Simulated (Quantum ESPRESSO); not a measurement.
A calculation with Quantum ESPRESSO 7.5 of MgRe3 (native input, structure typed inline):

File pw.in:

```
&CONTROL
  calculation = 'scf'
  prefix = 'pwscf'
  outdir = './tmp'
  pseudo_dir = './pseudo'
  tprnfor = .true.
  tstress = .true.
  disk_io = 'nowf'
/
&SYSTEM
  ibrav = 0
  nat = 4
  ntyp = 2
  ecutwfc = 55
  ecutrho = 440
  nbnd = 33
  occupations = 'smearing'
  smearing = 'fd'
  degauss = 0.00367493
/
&ELECTRONS
  conv_thr = 8d-10
  electron_maxstep = 120
  mixing_beta = 0.5
/
ATOMIC_SPECIES
Mg    24.3050 Mg.pbe-n-kjpaw_psl.0.3.0.UPF
Re   186.2070 Re_pbe_v1.2.uspp.F.UPF
CELL_PARAMETERS angstrom
  -0.2870948900    3.5459706700    2.6788717300
   2.8919555000   -0.2828862900    2.6746631200
   2.7228427300    3.3726493000   -0.1137735200
ATOMIC_POSITIONS crystal
Mg     0.9916460100    0.9960885800    0.0109521800
Re     0.2400163000    0.2554158800    0.2494755800
Re     0.5166194900    0.4860452400    0.4909960000
Re     0.7517182000    0.7624503100    0.7485762400
K_POINTS automatic
7 7 8 0 0 0
```

Potentials or basis: SSSP 1.3 efficiency PBE.

Run with:

```sh
$ OMP_NUM_THREADS=1 pw.x -in pw.in > pw.out
```

The cell comes from a database or a generator and needn't be the stable form of this composition.

**Question.** Write the same calculation in another form: ASE script, structure from a POSCAR.

**Answer.** As run:

The input run.py:

```python
import numpy as np
from ase.calculators.espresso import Espresso, EspressoProfile
from ase.io import read

atoms = read('POSCAR')

input_data = {
    'control': {'calculation': 'scf', 'prefix': 'pwscf', 'outdir': './tmp', 'tprnfor': True, 'tstress': True, 'disk_io': 'nowf'},
    'system': {'ecutwfc': 55.0, 'ecutrho': 440.0, 'nbnd': 33, 'occupations': 'smearing', 'smearing': 'fd', 'degauss': 0.00367493},
    'electrons': {'conv_thr': 8e-10, 'electron_maxstep': 120, 'mixing_beta': 0.5},
}
pseudopotentials = {'Mg': 'Mg.pbe-n-kjpaw_psl.0.3.0.UPF', 'Re': 'Re_pbe_v1.2.uspp.F.UPF'}
profile = EspressoProfile(command='pw.x', pseudo_dir='pseudo')
dft = Espresso(profile=profile, input_data=input_data, pseudopotentials=pseudopotentials, kpts=(7, 7, 8), koffset=(0, 0, 0))
atoms.calc = dft

print(f'energy {atoms.get_potential_energy():.8f} eV')
print('forces (eV/A)')
print(np.round(atoms.get_forces(), 6))
print('stress (eV/A^3, Voigt)')
print(np.round(atoms.get_stress(), 8))
print(f'Fermi level {dft.get_fermi_level():.4f} eV')
```

The input POSCAR:

```
MgRe3
1.0
   -0.2870948900      3.5459706700      2.6788717300
    2.8919555000     -0.2828862900      2.6746631200
    2.7228427300      3.3726493000     -0.1137735200
Mg Re
1 3
Direct
    0.9916460100      0.9960885800      0.0109521800
    0.2400163000      0.2554158800      0.2494755800
    0.5166194900      0.4860452400      0.4909960000
    0.7517182000      0.7624503100      0.7485762400
```

Potentials or basis: SSSP 1.3 efficiency PBE.

Run with:

```console
$ OMP_NUM_THREADS=1 python run.py
```

Both were run:

|  | native input, structure typed inline | ASE script, structure from a POSCAR |
| --- | --- | --- |
| Pressure | 20.8 GPa | 20.8 GPa |
| Largest force | 0.748 eV/Å | 0.748 eV/Å |
| Band gap on the k mesh | none (metal or under the smearing width) | none (metal or under the smearing width) |

Keys that steer only the numerical path or the files written may differ.

Caveat: so large a pressure means that the cell lies far from this level's equilibrium, or that cutoff or potentials fall short.
